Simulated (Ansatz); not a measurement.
# LaHfO: the cost of one run

Method: DFT PBE, scalar-relativistic, plane waves, PAW, in Ansatz 0.2.0.

## (1) Starting point

Symmetry: P-6m2, No. 187, hexagonal system. Conventional cell: a = 4.080 Å, b = 4.080 Å, c = 4.869 Å, α = 90.00°, β = 90.00°, γ = 120.00°. La (site symmetry -6m2) is surrounded by 6 Hf at 3.39 Å and 6 O at 3.39 Å. Hf (site symmetry -6m2) is surrounded by 3 O at 2.36 Å. O (site symmetry -6m2) has 3 Hf at 2.36 Å and 6 La at 3.39 Å as nearest neighbours.

Coordinates:

```
La Hf O
1.0
     4.07987    0.00000    0.00000
    -2.03994    3.53327    0.00000
     0.00000    0.00000    4.86919
La Hf O
1 1 1
Direct
  0.00000 0.00000 0.00000
  0.33333 0.66667 0.50000
  0.66667 0.33333 0.50000
```

The cell is invented: species swapped into a database cell of SrSiNi (P-6m2, No. 187), with La on the Sr sites, Hf on the Si sites and O on the Ni sites. Its size is a rough estimate.

## (2) A first look at the guess

The input, input.yaml:

```yaml
crystal:
  lattice:
    - [4.07987192, 0.0, 0.0]
    - [-2.03993596, 3.53327273, 0.0]
    - [0.0, 0.0, 4.86919135]
  atoms:
    - { symbol: La, position: [0.0, 0.0, 0.0] }
    - { symbol: Hf, position: [0.33333333, 0.66666667, 0.5] }
    - { symbol: O, position: [0.66666667, 0.33333333, 0.5] }
basis:
  ecutwfc: 420
kpoints:
  mp_grid: { grid: [6, 6, 4] }
hamiltonian:
  xc: pbe
scf:
  occupations: { method: gaussian, width: 0.1 }
  lower_state_search: "off"
output:
  forces: true
  stress: true
  eigenvalues: true
```

Run with:

```
$ ansatz run input.yaml --threads 1 --pin off --max-ram 2560MiB --backend cpu --events-out ev --progress --plain --runs-dir out
```

What time and memory should one allow on 1 thread of Arm Neoverse V2, shared host?

About 4.5 s, with a peak of 0.37 GiB.
